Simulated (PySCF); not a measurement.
**[Nd(H2O)]3+: forces at shaken geometries**

Aim: move all atoms of relaxed [Nd(H2O)]3+ at random and read energies and forces. The structure is generated, not taken from experiment.

Method: TPSS, Nd lcecp-1-SVP with ECP49, O def2-SVP, H def2-SVP; scalar-relativistic core potentials, no spin–orbit coupling; program: PySCF 2.14.0.

5 further runs of the same task are left out: 2 for a known fault of the program, 2 that didn't finish, 1 set aside as unsound or not needed.

## 1. The system as given

4 atoms, charge 3, spin multiplicity 1.

Bond lengths: Nd1–O2 2.259 Å, O2–H3 1.011 Å, O2–H4 1.011 Å. Angles: Nd1–O2–H3 128.8°, Nd1–O2–H4 128.8°, H3–O2–H4 102.5°.

Coordinates:

```xyz
4

Nd    0.0000    0.0000   -0.1158
O     0.0000    0.0000    2.1435
H     0.7885    0.0000    2.7768
H    -0.7885    0.0000    2.7768
```

Formal oxidation states: Nd +3. Each metal's 3 4f electrons lie in its core potential, so multiplicities, spins and levels count the valence alone. An earlier session relaxed this geometry at TPSS, Nd lcecp-1-SVP with ECP49, O def2-SVP, H def2-SVP (singlet, point group C2v).

Its energy there is -108.993808 Eh.

## 2. Atoms moved at random, σ = 0.03 Å

The input, run.py (the lines that set the calculation):

```python
mol = gto.M(atom='''
Nd    -0.02824    -0.00401    -0.09349
O      0.02476     0.03335     2.10898
H      0.81080    -0.01115     2.77987
H     -0.80733    -0.01819     2.78602''',
    basis={'Nd': 'lcecp-1-SVP', 'O': 'def2-SVP', 'H': 'def2-SVP'},
    ecp={'Nd': 'lcecp-1-SVP'},
    charge=3, spin=0)
mf = dft.RKS(mol, xc='TPSS')
mf.grids.atom_grid = (50, 194)  # f atoms: unpruned, at least (60, 302)
mf = mf.density_fit()  # fitting sets: Nd AutoAux, O def2-universal-JKFIT, H def2-universal-JKFIT
mf.conv_tol = 1e-08; mf.max_cycle = 55
mf.kernel(dm0)  # dm0: the density of the relaxed state
```

Command:

```
$ OMP_NUM_THREADS=2 python run.py
```

The program printed:

```text
init E= -108.929539470404
  HOMO = -0.989251905239964  LUMO = -0.788305369592995  gap/eV = 5.46803
cycle= 1 E= -108.989046935073  delta_E= -0.0595  |g|= 0.0796  |ddm|= 0.136
  HOMO = -0.940819432005469  LUMO = -0.779027281887487  gap/eV = 4.40259
cycle= 2 E= -108.983113988314  delta_E= 0.00593  |g|= 0.187  |ddm|= 0.182
  HOMO = -0.965282142409908  LUMO = -0.776133464740135  gap/eV = 5.14700
cycle= 3 E= -108.990370672518  delta_E= -0.00726  |g|= 0.00779  |ddm|= 0.132
  HOMO = -0.964710516872312  LUMO = -0.776431739995384  gap/eV = 5.12333
cycle= 4 E= -108.990382302975  delta_E= -1.16e-05  |g|= 0.000886  |ddm|= 0.00672
  HOMO = -0.96482148761925  LUMO = -0.776582754708906  gap/eV = 5.12224
cycle= 5 E= -108.990382472489  delta_E= -1.7e-07  |g|= 0.00026  |ddm|= 0.00105
  HOMO = -0.964848651785278  LUMO = -0.776561603808896  gap/eV = 5.12355
cycle= 6 E= -108.990382490608  delta_E= -1.81e-08  |g|= 2.24e-05  |ddm|= 0.000268
  HOMO = -0.964851150567057  LUMO = -0.776560188693021  gap/eV = 5.12366
cycle= 7 E= -108.990382490719  delta_E= -1.11e-10  |g|= 2.35e-06  |ddm|= 2.46e-05
  HOMO = -0.964850241393268  LUMO = -0.776560693529691  gap/eV = 5.12362
Extra cycle  E= -108.990382490716  delta_E= 2.79e-12  |g|= 4.51e-06  |ddm|= 6.23e-06
converged SCF energy = -108.990382490716
```

Wall time 1.7 s (2 threads of Intel Xeon 6975P-C (Granite Rapids), shared host).

It gives: E = -108.990382 Eh (+0.093 eV from the relaxed state), HOMO -26.25 eV, LUMO -21.13 eV, Mulliken charge on Nd1 +2.51 e, largest force component 2.248 eV/Å. 

| atom | Fx | Fy | Fz (eV/Å) |
| --- | --- | --- | --- |
| Nd1 | 0.038 | 0.045 | -0.580 |
| O2 | -0.967 | -0.347 | 2.248 |
| H3 | -0.467 | 0.124 | -0.536 |
| H4 | 1.396 | 0.177 | -1.132 |

## 3. Atoms moved at random, σ = 0.03 Å

Changes to run.py (the lines that set the calculation) since step 2:

```diff
@@ -1,6 +1,6 @@
 mol = gto.M(atom='''
-Nd    -0.02824    -0.00401    -0.09349
-O      0.02476     0.03335     2.10898
-H      0.81080    -0.01115     2.77987
-H     -0.80733    -0.01819     2.78602''',
+Nd    -0.01234     0.00648    -0.14400
+O      0.01922     0.02403     2.16575
+H      0.77421    -0.05402     2.78905
+H     -0.78108     0.02351     2.77058''',
     basis={'Nd': 'lcecp-1-SVP', 'O': 'def2-SVP', 'H': 'def2-SVP'},
```

Command:

```
$ OMP_NUM_THREADS=2 python run.py
```

The program printed:

```text
init E= -109.003902499017
  HOMO = -0.945394945447152  LUMO = -0.781382654568534  gap/eV = 4.46300
cycle= 1 E= -108.99246434854  delta_E= 0.0114  |g|= 0.0203  |ddm|= 0.109
  HOMO = -0.951765741558187  LUMO = -0.784203731065583  gap/eV = 4.55959
cycle= 2 E= -108.992405846062  delta_E= 5.85e-05  |g|= 0.0259  |ddm|= 0.0291
  HOMO = -0.947184552581302  LUMO = -0.784670281362749  gap/eV = 4.42224
cycle= 3 E= -108.992515978525  delta_E= -0.00011  |g|= 0.0106  |ddm|= 0.0246
  HOMO = -0.948726869145535  LUMO = -0.784365864770573  gap/eV = 4.47249
cycle= 4 E= -108.992540428884  delta_E= -2.45e-05  |g|= 0.000435  |ddm|= 0.00865
  HOMO = -0.94867211482747  LUMO = -0.784318416767842  gap/eV = 4.47229
cycle= 5 E= -108.992540480145  delta_E= -5.13e-08  |g|= 9.28e-05  |ddm|= 0.000591
  HOMO = -0.948671706192787  LUMO = -0.784323744114792  gap/eV = 4.47214
cycle= 6 E= -108.992540482448  delta_E= -2.3e-09  |g|= 7.3e-06  |ddm|= 0.000102
  HOMO = -0.948670337799296  LUMO = -0.784324521229206  gap/eV = 4.47208
Extra cycle  E= -108.992540482445  delta_E= 2.59e-12  |g|= 7.88e-06  |ddm|= 1.19e-05
converged SCF energy = -108.992540482445
```

It took 1.7 s on 2 threads of Intel Xeon 6975P-C (Granite Rapids), shared host.

It gives: E = -108.992540 Eh (+0.035 eV from the relaxed state), HOMO -25.81 eV, LUMO -21.34 eV, Mulliken charge on Nd1 +2.55 e, largest force component 1.347 eV/Å. 

| atom | Fx | Fy | Fz (eV/Å) |
| --- | --- | --- | --- |
| Nd1 | 0.055 | 0.040 | 0.464 |
| O2 | -0.826 | -0.085 | -1.347 |
| H3 | 0.926 | -0.023 | 0.696 |
| H4 | -0.155 | 0.068 | 0.187 |

## 4. Atoms moved at random, σ = 0.15 Å

Changes to run.py (the lines that set the calculation) since step 3:

```diff
@@ -1,6 +1,6 @@
 mol = gto.M(atom='''
-Nd    -0.01234     0.00648    -0.14400
-O      0.01922     0.02403     2.16575
-H      0.77421    -0.05402     2.78905
-H     -0.78108     0.02351     2.77058''',
+Nd     0.01113    -0.04106    -0.12193
+O      0.10578     0.13591     2.18106
+H      0.69147    -0.14553     2.59081
+H     -0.80838     0.05067     2.93144''',
     basis={'Nd': 'lcecp-1-SVP', 'O': 'def2-SVP', 'H': 'def2-SVP'},
```

Command:

```
$ OMP_NUM_THREADS=2 python run.py
```

The program printed:

```text
init E= -108.858332112911
  HOMO = -1.00529107341107  LUMO = -0.797638607589644  gap/eV = 5.65051
cycle= 1 E= -108.886948355179  delta_E= -0.0286  |g|= 0.233  |ddm|= 0.619
  HOMO = -0.887397930348257  LUMO = -0.793679143062882  gap/eV = 2.55022
cycle= 2 E= -108.812815163851  delta_E= 0.0741  |g|= 0.621  |ddm|= 0.641
  HOMO = -0.958187062539064  LUMO = -0.781924081323877  gap/eV = 4.79636
cycle= 3 E= -108.897774963575  delta_E= -0.085  |g|= 0.0396  |ddm|= 0.511
  HOMO = -0.952823938449271  LUMO = -0.785306199890476  gap/eV = 4.55839
cycle= 4 E= -108.898164786367  delta_E= -0.00039  |g|= 0.0053  |ddm|= 0.0425
  HOMO = -0.952836257102472  LUMO = -0.785633557301851  gap/eV = 4.54982
cycle= 5 E= -108.898169562764  delta_E= -4.78e-06  |g|= 0.00169  |ddm|= 0.00457
  HOMO = -0.953055552464772  LUMO = -0.785417930088408  gap/eV = 4.56165
cycle= 6 E= -108.898170515794  delta_E= -9.53e-07  |g|= 0.00023  |ddm|= 0.00217
  HOMO = -0.953093431284394  LUMO = -0.785410051861018  gap/eV = 4.56290
cycle= 7 E= -108.898170528472  delta_E= -1.27e-08  |g|= 1.8e-05  |ddm|= 0.000212
  HOMO = -0.953096005808447  LUMO = -0.785412365157201  gap/eV = 4.56290
cycle= 8 E= -108.898170528544  delta_E= -7.2e-11  |g|= 3.14e-06  |ddm|= 2.06e-05
  HOMO = -0.953095332669665  LUMO = -0.785412288706806  gap/eV = 4.56289
Extra cycle  E= -108.898170528542  delta_E= 2.3e-12  |g|= 4.54e-06  |ddm|= 5.9e-06
converged SCF energy = -108.898170528542
```

It took 1.8 s on 2 threads of Intel Xeon 6975P-C (Granite Rapids), shared host.

Result: E = -108.898171 Eh (+2.602 eV from the relaxed state), HOMO -25.94 eV, LUMO -21.37 eV, Mulliken charge on Nd1 +2.55 e, largest force component 20.841 eV/Å. 

| atom | Fx | Fy | Fz (eV/Å) |
| --- | --- | --- | --- |
| Nd1 | 0.079 | 0.248 | 0.306 |
| O2 | -20.841 | 7.185 | -10.732 |
| H3 | 17.807 | -8.034 | 12.598 |
| H4 | 2.955 | 0.600 | -2.172 |

## 5. Results

| σ (Å) | energy rise (eV) | harmonic estimate −½ F·u (eV) | largest force component (eV/Å) |
| --- | --- | --- | --- |
| 0.03 | 0.093 | 0.090 | 2.25 |
| 0.03 | 0.035 | 0.033 | 1.35 |
| 0.15 | 2.602 | 2.454 | 20.84 |

Every displacement raises the energy. For a harmonic well the rise equals −½ F·u; the two differ by at most 6 % here (a move with σ = 0.15 Å), from anharmonicity, the grid and the small forces left at the relaxed point. These are double-zeta-type bases without diffuse functions. Spin–orbit coupling is left out.
